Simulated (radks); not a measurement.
**He⁺ in 2p1: an all-electron calculation**

The task here is to estimate one member of a computed series from the others.

The numbers are computed with radks (a radial shooting solver on a logarithmic mesh, Libxc functionals) version 1 (non-relativistic Kohn-Sham, r2SCAN, spin-polarised, spherical densities, point nucleus; open shells are filled with parallel spins first), except any that are marked as measured or tabulated.

### Starting point

```
element       : helium (Z = 2)
charge        : +1
electrons     : 1
configuration : 2p1
```

The outer shells:

He⁺
```
2p [↑ ][  ][  ]
```

The first run:

The run's settings:

```text
Z 2
configuration 2p1
relativity non-relativistic
functional r2scan,r2scan
spin polarised
nucleus point
```

One table of the session follows, with a row left open; its other results are not shown here.

It belongs to the step «Radial structure». The radial density on a logarithmic grid:

```
r (bohr)  4πr²ρ (e/bohr)
   0.102       9.929e-05
   0.134       0.0002852
   0.178       0.0008023
   0.235        0.002196
   0.311        0.005795
   0.412         0.01458
   0.549         0.03530
   0.727         0.07688
   0.962          0.1500
    1.27          0.2544
    1.68               ?
    2.23          0.3787
    2.95          0.2861
    3.90          0.1355
    5.16         0.03471
    6.83        0.004078
    9.03       0.0001796
```

Q: Estimate the row for r (bohr) = 1.68 from the others.

Worked estimate for «4πr²ρ (e/bohr)». A straight line through the neighbours (1.27, 0.2544) and (2.23, 0.3787) gives 0.2544 + (0.3787 − 0.2544) × (1.68 − 1.27) / (2.23 − 1.27) = 0.3075; a parabola fitted to 4 rows on both sides gives 0.3422.

**Answer.** 4πr²ρ (e/bohr): 0.3536. In «4πr²ρ (e/bohr)» the line misses by -0.0461 and the parabola by -0.0114.
